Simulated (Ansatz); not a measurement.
Runs of Ansatz 0.2.0 on HPbNO4. The typed cell holds 7 atoms: a = 4.204 Å, b = 4.339 Å, c = 6.729 Å, α = 71.95°, β = 72.29°, γ = 62.23°. The cell was built by a generator and needn't be a form met in nature.

```tsv
task	level	potentials or basis	cell	k mesh	cutoff (eV)	basis error allowed	mesh quality	gap on the mesh (eV)	pressure (GPa)	largest force (eV/Å)
band structure	RPBE	all-electron LAPW, scalar-relativistic	as given	5 × 5 × 4	730	0.002 eV/atom	not flagged	2.93	2.5	0.18
band structure	LDA	all-electron LAPW, scalar-relativistic	as given	5 × 5 × 4	734	0.002 eV/atom	not flagged	2.80	-5.9	0.79
band structure	PBE	all-electron LAPW, scalar-relativistic	as given	5 × 5 × 4	732	0.002 eV/atom	not flagged	2.88	-0.1	(b)
relaxation of cell and atoms	PBE+D4	all-electron PAW datasets made for the crystal	relaxed	4 × 4 × 3	-	-	coarse	(a)	0.0	0.01
```

Alike in all rows: no spin polarisation; smearing fermi-dirac 0.05 eV.

Fill in the values left out.

(a) 2.92; (b) 0.05.

Caveats: some runs use coarse meshes; spin-orbit coupling is left out, which as a rule narrows the gap of such compounds by several tenths of an eV; the k mesh is thin for a metal, which can move the energy by tens of meV per atom (some runs); an odd mesh through Γ misses points on the zone boundary, where band edges often lie (some runs).

A k mesh can miss the band edges, and the runs leave out spin-orbit coupling on Pb.

The runs don't all hold the same shells in valence.
